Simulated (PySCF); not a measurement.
# C₉H₁₃N: excited states, first hyperpolarisability

What do calculations give for the excited states, first hyperpolarisability of C₉H₁₃N (`CN(C)C1=C[C@@H]2C=C[C@H]1C2`)?

Computed with PySCF 2.14.0 and routines of our own; the level stands in each step. Atoms count from 0.

### 1 The system as given

23 atoms, charge 0, multiplicity 1; geometry from: GFN2-xTB.

### 2 Geometry optimisation at PBE0-D3(BJ)/def2-SVP

What the job is given:

```
{"job": {"xc": "PBE0", "basis": "def2-SVP", "d3": "d3bj", "grid": 2, "kind": "geom"}, "charge": 0, "multiplicity": 1}
C     -2.130439     1.191723    -0.251366
N     -1.583243    -0.123480    -0.004768
C     -2.313613    -0.867216     0.995202
C     -0.212670    -0.269183     0.011587
C      0.576890    -1.029001     0.778698
C      2.001723    -0.842660     0.276278
C      2.353113     0.608572     0.565481
C      1.577045     1.359324    -0.202527
C      0.702368     0.415585    -1.009462
C      1.710568    -0.725422    -1.227623
H     -1.556190     1.701248    -1.019623
H     -2.128752     1.814647     0.654170
H     -3.160408     1.087519    -0.596844
H     -1.972642    -1.900405     0.989502
H     -3.374388    -0.844779     0.744998
H     -2.182486    -0.456680     2.005501
H      0.327948    -1.633871     1.627294
H      2.723551    -1.586754     0.601784
H      3.072120     0.917629     1.300936
H      1.504093     2.429852    -0.248530
H      0.223275     0.827099    -1.893308
H      2.575323    -0.424410    -1.820356
H      1.262060    -1.622354    -1.653126
```

Run with:

```sh
> OMP_NUM_THREADS=1 python excited_run.py task.json out
```

The driver reads the jobs from task.json and runs them one after another.

Output:

```text
step   0  E = -404.70468143  max force = 0.012523
step   1  E = -404.70785439  max force = 0.002308
step   2  E = -404.70791175  max force = 0.000633
step   3  E = -404.70792033  max force = 0.000805
step   4  E = -404.70793202  max force = 0.000598
step   5  E = -404.70793752  max force = 0.000281
optimisation converged
```

It took 3.9 min on 1 thread of Arm Neoverse N1, shared host; peak memory 0.94 GiB.

The steps of the relaxation:

```csv
step,energy from step 0 (eV),largest force component (eV/Å)
0,0.0000,0.6440
1,-0.0863,0.1187
2,-0.0879,0.0326
3,-0.0881,0.0414
4,-0.0885,0.0308
5,-0.0886,0.0144
```

Distances of close pairs at the start and the end, largest changes first:

```csv
bond,before (Å),after (Å),change (Å)
C6–H18,1.074,1.091,+0.017
C7–H19,1.074,1.091,+0.017
C4–H16,1.071,1.088,+0.017
C5–C6,1.521,1.536,+0.015
C3–C4,1.338,1.351,+0.014
C6–C7,1.325,1.338,+0.013
C7–C8,1.519,1.531,+0.013
C2–H13,1.088,1.100,+0.012
```

The end geometry stands in the next job.

```csv
at the end point,value
point group (found at 0.08 Å tolerance),C1
"rotational constants (GHz, main isotopes)","2.710, 1.072, 0.939"
dipole moment (D),1.45
```

### 3 Excited states: TDA CAM-B3LYP/def2-SVPD

What the job is given:

```
{"job": {"kind": "states", "xc": "CAM-B3LYP", "basis": "def2-SVPD", "tda": true, "soc": true, "nstates": 6, "ntriplets": 5, "nquad": 4}, "charge": 0, "multiplicity": 1}
C     -2.010666     1.073648     0.003290
N     -1.453730    -0.224631     0.290612
C     -2.182581    -1.001362     1.255860
C     -0.087577    -0.385893     0.287052
C      0.703241    -1.155027     1.067326
C      2.139583    -0.929909     0.578612
C      2.503534     0.533489     0.868417
C      1.722837     1.292191     0.090962
C      0.838363     0.334301    -0.712410
C      1.860812    -0.804462    -0.933602
H     -1.450872     1.563547    -0.803631
H     -1.998547     1.750778     0.882327
H     -3.055759     0.968535    -0.327967
H     -1.865616    -2.053441     1.198606
H     -3.259667    -0.950383     1.037489
H     -2.021866    -0.653868     2.297770
H      0.426339    -1.739650     1.942301
H      2.876300    -1.679075     0.897053
H      3.217535     0.866825     1.623387
H      1.651672     2.380396     0.065865
H      0.349492     0.747510    -1.603718
H      2.733066    -0.478800    -1.521607
H      1.414697    -1.712512    -1.365450
```

Level: TDA CAM-B3LYP/def2-SVPD excited states, vertical, gas phase, spin-orbit mean-field couplings.

Output:

```text
coarse grid: 18896 points
cycle   1  E = -404.8238779550  dE =  1.822e+00  |g| = 3.688e-01  |ddm| = 1.150e+01
cycle   2  E = -404.8373682944  dE = -1.349e-02  |g| = 3.361e-01  |ddm| = 2.125e+00
cycle   3  E = -404.8643218188  dE = -2.695e-02  |g| = 8.252e-02  |ddm| = 1.093e+00
cycle   4  E = -404.8655647467  dE = -1.243e-03  |g| = 4.662e-02  |ddm| = 3.007e-01
cycle   5  E = -404.8660881134  dE = -5.234e-04  |g| = 6.094e-03  |ddm| = 1.241e-01
cycle   6  E = -404.8660970540  dE = -8.941e-06  |g| = 2.307e-03  |ddm| = 2.567e-02
final grid: 181704 points
cycle   7  E = -404.9496634524  dE = -5.637e-05  |g| = 5.061e-03  |ddm| = 1.901e-01
cycle   8  E = -404.9496624516  dE =  1.001e-06  |g| = 5.612e-03  |ddm| = 3.547e-02
cycle   9  E = -404.9496701562  dE = -7.705e-06  |g| = 6.380e-04  |ddm| = 1.829e-02
cycle  10  E = -404.9496702324  dE = -7.619e-08  |g| = 3.475e-04  |ddm| = 2.259e-03
cycle  11  E = -404.9496702624  dE = -3.002e-08  |g| = 7.316e-05  |ddm| = 1.149e-03
cycle  12  E = -404.9496702638  dE = -1.417e-09  |g| = 2.588e-05  |ddm| = 2.325e-04
cycle  13  E = -404.9496702640  dE = -1.904e-10  |g| = 6.783e-06  |ddm| = 8.191e-05
converged SCF energy = -404.9496702640

Singlet excitations
state   eV       nm        f     d(h-e)  d(exc)  Lambda  PR(NTO)  |dmu|/D   mu/D   main configurations
  1   4.6768   265.1   0.03926   1.561   3.303   0.559   1.034    4.817    5.570   H->L 0.89
  2   5.2207   237.5   0.02957   0.740   3.947   0.404   1.031    3.315    2.406   H->L+1 0.85
  3   6.0020   206.6   0.00397   0.619   4.265   0.288   1.129    2.475    3.671   H->L+2 0.78
  4   6.0353   205.4   0.00989   0.780   3.981   0.376   1.242    2.709    1.645   H->L+3 0.48, H->L+5 0.15, H->L+2 0.11
  5   6.0636   204.5   0.00826   0.497   3.588   0.468   1.891                     H->L+3 0.34, H-1->L 0.29, H->L+4 0.12
  6   6.3788   194.4   0.11665   0.672   3.836   0.474   1.742                     H->L+4 0.55, H-1->L 0.22

Triplet excitations (Tamm-Dancoff)
state   eV     d(h-e)  d(exc)  Lambda  PR(NTO)   main configurations
  1   3.3533   0.425   2.580   0.543   1.180   H->L 0.61
  2   3.9039   0.066   2.225   0.558   1.686   H-1->L 0.45, H-1->L+1 0.12, H->L+5 0.09
  3   5.1296   0.455   3.810   0.405   1.112   H->L+1 0.82
  4   5.3340   1.170   3.471   0.515   1.253   H->L 0.29, H->L+5 0.20, H->L+4 0.14
  5   5.9473   0.922   4.177   0.291   1.112   H->L+2 0.59, H->L+3 0.21
S1 - T1 = 1.3235 eV

Spin-orbit couplings |<S|Hso|T>| (cm-1)
             T1       T2       T3       T4       T5
S0        1.531    2.289    3.244    3.734    4.445
S1        2.915    2.026    2.247    4.704    1.652
S2        1.686    0.982    0.224    1.081    0.576
S3        1.420    0.703    0.589    1.941    0.371
S4        2.168    0.912    1.688    2.385    1.577
S5        6.082    0.307    1.152    1.388    1.247
S6        2.207    1.091    1.158    1.358    0.549
T1 sublevels (cm-1): 0.000 0.000 0.001   radiative rates (1/s): 1.18 0.591 0.605
```

It took 3 min on 1 thread of Arm Neoverse N1, shared host; peak memory 1.4 GiB.

From this job:

```csv
quantity,value
S1 less T1,1.32 eV
```

### 4 Excited states: TDDFT CAM-B3LYP/def2-SVPD

The job, as its differences from that of step 3:

```diff
@@ -1,2 +1,2 @@
-{"job": {"kind": "states", "xc": "CAM-B3LYP", "basis": "def2-SVPD", "tda": true, "soc": true, "nstates": 6, "ntriplets": 5, "nquad": 4}, "charge": 0, "multiplicity": 1}
+{"job": {"kind": "states", "xc": "CAM-B3LYP", "basis": "def2-SVPD", "tpa": true, "nstates": 8, "nquad": 6, "ntriplets": 0}, "charge": 0, "multiplicity": 1}
 C     -2.010666     1.073648     0.003290
```

With the program's defaults for keys left out, this is: TDDFT CAM-B3LYP/def2-SVPD excited states, vertical, gas phase, two-photon moments by quadratic response.

Output:

```text
coarse grid: 18896 points
cycle   1  E = -404.8238779550  dE =  1.822e+00  |g| = 3.688e-01  |ddm| = 1.150e+01
cycle   2  E = -404.8373682944  dE = -1.349e-02  |g| = 3.361e-01  |ddm| = 2.125e+00
cycle   3  E = -404.8643218188  dE = -2.695e-02  |g| = 8.252e-02  |ddm| = 1.093e+00
cycle   4  E = -404.8655647467  dE = -1.243e-03  |g| = 4.662e-02  |ddm| = 3.007e-01
cycle   5  E = -404.8660881134  dE = -5.234e-04  |g| = 6.094e-03  |ddm| = 1.241e-01
cycle   6  E = -404.8660970540  dE = -8.941e-06  |g| = 2.307e-03  |ddm| = 2.567e-02
final grid: 181704 points
cycle   7  E = -404.9496634524  dE = -5.637e-05  |g| = 5.061e-03  |ddm| = 1.901e-01
cycle   8  E = -404.9496624516  dE =  1.001e-06  |g| = 5.612e-03  |ddm| = 3.547e-02
cycle   9  E = -404.9496701562  dE = -7.705e-06  |g| = 6.380e-04  |ddm| = 1.829e-02
cycle  10  E = -404.9496702324  dE = -7.619e-08  |g| = 3.475e-04  |ddm| = 2.259e-03
cycle  11  E = -404.9496702624  dE = -3.002e-08  |g| = 7.316e-05  |ddm| = 1.149e-03
cycle  12  E = -404.9496702638  dE = -1.417e-09  |g| = 2.588e-05  |ddm| = 2.325e-04
cycle  13  E = -404.9496702640  dE = -1.904e-10  |g| = 6.783e-06  |ddm| = 8.191e-05
converged SCF energy = -404.9496702640

Singlet excitations
state   eV       nm        f     d(h-e)  d(exc)  Lambda  PR(NTO)  |dmu|/D   mu/D   delta(TPA)   sigma/GM   main configurations
  1   4.5639   271.7   0.03481   1.471   3.250   0.558   1.051    4.418    5.196       64.28      0.490   H->L 0.89
  2   5.2119   237.9   0.02625   0.747   3.947   0.404   1.032    3.327    2.407       69.70      0.694   H->L+1 0.85
  3   5.9280   209.2   0.00325   0.096   3.277   0.536   2.067    0.440    1.219       52.72      0.679   H-1->L 0.39, H->L+5 0.21, H->L+4 0.19
  4   6.0038   206.5   0.00755   1.024   4.317   0.279   1.122    3.841    5.037       72.66      0.959   H->L+2 0.84
  5   6.0424   205.2   0.00234   0.759   4.174   0.328   1.117    2.622    1.389      127.98      1.712   H->L+3 0.83
  6   6.2343   198.9   0.22798   0.413   3.302   0.524   2.026    1.490    2.706      147.12      2.095   H-1->L 0.40, H->L+4 0.33, H->L+5 0.08
  7   6.4341   192.7   0.01331   1.164   4.046   0.435   1.140                                            H->L+5 0.41, H->L+4 0.25, H->L+6 0.09
  8   6.4917   191.0   0.00714   0.841   3.846   0.380   1.116                                            H->L+7 0.43, H->L+8 0.21, H->L+5 0.09
```

Run time: 3.8 min. Hardware: 1 thread of Arm Neoverse N1, shared host; peak memory 1.4 GiB.

### 5 First hyperpolarisability: quadratic response CAM-B3LYP/def2-SVPD

The job, as its differences from that of step 4:

```diff
@@ -1,2 +1,2 @@
-{"job": {"kind": "states", "xc": "CAM-B3LYP", "basis": "def2-SVPD", "tpa": true, "nstates": 8, "nquad": 6, "ntriplets": 0}, "charge": 0, "multiplicity": 1}
+{"job": {"kind": "beta", "xc": "CAM-B3LYP", "basis": "def2-SVPD"}, "charge": 0, "multiplicity": 1}
 C     -2.010666     1.073648     0.003290
```

Level: quadratic response CAM-B3LYP/def2-SVPD first hyperpolarisability, Taylor convention, gas phase.

Output:

```text
coarse grid: 18896 points
cycle   1  E = -404.8238779550  dE =  1.822e+00  |g| = 3.688e-01  |ddm| = 1.150e+01
cycle   2  E = -404.8373682944  dE = -1.349e-02  |g| = 3.361e-01  |ddm| = 2.125e+00
cycle   3  E = -404.8643218188  dE = -2.695e-02  |g| = 8.252e-02  |ddm| = 1.093e+00
cycle   4  E = -404.8655647467  dE = -1.243e-03  |g| = 4.662e-02  |ddm| = 3.007e-01
cycle   5  E = -404.8660881134  dE = -5.234e-04  |g| = 6.094e-03  |ddm| = 1.241e-01
cycle   6  E = -404.8660970540  dE = -8.941e-06  |g| = 2.307e-03  |ddm| = 2.567e-02
final grid: 181704 points
cycle   7  E = -404.9496634524  dE = -5.637e-05  |g| = 5.061e-03  |ddm| = 1.901e-01
cycle   8  E = -404.9496624516  dE =  1.001e-06  |g| = 5.612e-03  |ddm| = 3.547e-02
cycle   9  E = -404.9496701562  dE = -7.705e-06  |g| = 6.380e-04  |ddm| = 1.829e-02
cycle  10  E = -404.9496702324  dE = -7.619e-08  |g| = 3.475e-04  |ddm| = 2.259e-03
cycle  11  E = -404.9496702624  dE = -3.002e-08  |g| = 7.316e-05  |ddm| = 1.149e-03
cycle  12  E = -404.9496702638  dE = -1.417e-09  |g| = 2.588e-05  |ddm| = 2.325e-04
cycle  13  E = -404.9496702640  dE = -1.904e-10  |g| = 6.783e-06  |ddm| = 8.191e-05
converged SCF energy = -404.9496702640

Lowest singlets (eV, f): 4.5639 0.0348  5.2119 0.0262  5.9280 0.0032

First hyperpolarisability (au)
process     nm      |vector|   parallel      HRS      DR
static         -      245.30      78.35     104.35   4.588
shg       1907.0      263.60      85.43      112.2   4.585
eope      1907.0      251.14       80.6          -       -
shg       1064.0      314.40     105.68     134.11    4.56
eope      1064.0      264.98      85.97          -       -
```

Run time: 2.8 min. Hardware: 1 thread of Arm Neoverse N1, shared host; peak memory 1.4 GiB.

### 6 Excited states: TDA CAM-B3LYP/def2-SVPD in cyclohexane

The job, as its differences from that of step 5:

```diff
@@ -1,2 +1,2 @@
-{"job": {"kind": "beta", "xc": "CAM-B3LYP", "basis": "def2-SVPD"}, "charge": 0, "multiplicity": 1}
+{"job": {"kind": "states", "xc": "CAM-B3LYP", "basis": "def2-SVPD", "tda": true, "soc": true, "nstates": 6, "ntriplets": 5, "nquad": 4, "solvent": "cyclohexane"}, "charge": 0, "multiplicity": 1}
 C     -2.010666     1.073648     0.003290
```

Method: TDA CAM-B3LYP/def2-SVPD excited states, vertical, IEF-PCM cyclohexane (non-equilibrium response), spin-orbit mean-field couplings.

Output:

```text
coarse grid: 18896 points
cycle   1  E = -404.8271336132  dE =  1.819e+00  |g| = 3.634e-01  |ddm| = 1.151e+01
cycle   2  E = -404.8421037254  dE = -1.497e-02  |g| = 3.201e-01  |ddm| = 2.115e+00
cycle   3  E = -404.8665153869  dE = -2.441e-02  |g| = 7.612e-02  |ddm| = 1.051e+00
cycle   4  E = -404.8676066324  dE = -1.091e-03  |g| = 4.174e-02  |ddm| = 2.830e-01
cycle   5  E = -404.8680219114  dE = -4.153e-04  |g| = 5.306e-03  |ddm| = 1.098e-01
cycle   6  E = -404.8680290371  dE = -7.126e-06  |g| = 1.925e-03  |ddm| = 2.270e-02
final grid: 181704 points
cycle   7  E = -404.9515856408  dE = -5.697e-05  |g| = 4.713e-03  |ddm| = 1.902e-01
cycle   8  E = -404.9515856893  dE = -4.853e-08  |g| = 4.896e-03  |ddm| = 3.373e-02
cycle   9  E = -404.9515915370  dE = -5.848e-06  |g| = 4.774e-04  |ddm| = 1.685e-02
cycle  10  E = -404.9515915715  dE = -3.450e-08  |g| = 3.329e-04  |ddm| = 1.884e-03
cycle  11  E = -404.9515915989  dE = -2.741e-08  |g| = 5.551e-05  |ddm| = 9.832e-04
cycle  12  E = -404.9515915998  dE = -8.635e-10  |g| = 2.000e-05  |ddm| = 2.116e-04
converged SCF energy = -404.9515915998

Singlet excitations
state   eV       nm        f     d(h-e)  d(exc)  Lambda  PR(NTO)  |dmu|/D   mu/D   main configurations
  1   4.6364   267.4   0.05194   1.538   3.281   0.573   1.034    5.385    6.251   H->L 0.93
  2   5.2414   236.5   0.03974   0.587   3.888   0.375   1.032    3.016    2.312   H->L+1 0.87
  3   6.0189   206.0   0.01268   0.187   3.299   0.540   1.988    0.855    1.501   H-1->L 0.35, H->L+4 0.26, H->L+5 0.22
  4   6.0447   205.1   0.01298   1.285   4.276   0.291   1.153    5.422    6.840   H->L+2 0.78
  5   6.1064   203.0   0.00554   0.900   4.204   0.317   1.074                     H->L+3 0.81
  6   6.3328   195.8   0.26282   0.350   3.500   0.540   2.019                     H->L+4 0.44, H-1->L 0.39

Triplet excitations (Tamm-Dancoff)
state   eV     d(h-e)  d(exc)  Lambda  PR(NTO)   main configurations
  1   3.3579   0.435   2.586   0.560   1.176   H->L 0.65, H-1->L 0.08
  2   3.9125   0.067   2.225   0.582   1.677   H-1->L 0.50, H->L+5 0.09
  3   5.1577   0.266   3.725   0.393   1.146   H->L+1 0.79
  4   5.3478   1.020   3.516   0.510   1.241   H->L 0.27, H->L+5 0.19, H->L+4 0.13
  5   5.9885   0.957   4.175   0.291   1.111   H->L+2 0.63, H->L+3 0.16
S1 - T1 = 1.2784 eV

Spin-orbit couplings |<S|Hso|T>| (cm-1)
             T1       T2       T3       T4       T5
S0        1.544    2.320    3.001    4.131    4.333
S1        2.807    1.981    2.810    4.511    1.609
S2        1.719    0.984    0.281    0.990    0.548
S3        5.411    0.699    1.999    2.884    1.790
S4        3.058    0.737    1.029    0.952    0.654
S5        2.083    0.708    1.082    0.806    0.656
S6        2.758    0.824    0.908    1.048    0.533
T1 sublevels (cm-1): 0.000 0.000 0.001   radiative rates (1/s): 0.172 1.8 1.48
```

It took 2.9 min on 1 thread of Arm Neoverse N1, shared host; peak memory 1.5 GiB.

Key values:

```csv
quantity,value
S1 less T1,1.28 eV
```

### 7 Results

```
                                                   quantity                                                value
                                                point group                                                   C1
                       rotational constants (main isotopes)                                 2.71, 1.07, 0.94 GHz
               S1 less T1 (step 3, TDA CAM-B3LYP/def2-SVPD)                                              1.32 eV
  β vector (step 5, quadratic response CAM-B3LYP/def2-SVPD)  static 245, SHG 1907.0 nm 264, SHG 1064.0 nm 314 au
S1 less T1 (step 6, TDA CAM-B3LYP/def2-SVPD in cyclohexane)                                              1.28 eV
```

**Reading.** Relaxing lowered the energy by 0.089 eV in 5 steps; the close pair that moved most is C6–H18, from 1.074 to 1.091 Å. In step 3, the number of triplets below S1 is 2, and the largest singlet-triplet spin-orbit coupling is S5–T1, 6.08 cm⁻¹. β grows from 245 au (static) to 314 au for doubling at 1064.0 nm: normal dispersion, which grows as twice the photon energy moves toward the bright states. In step 6, the number of triplets below S1 is 2, and the largest singlet-triplet spin-orbit coupling is S3–T1, 5.41 cm⁻¹.
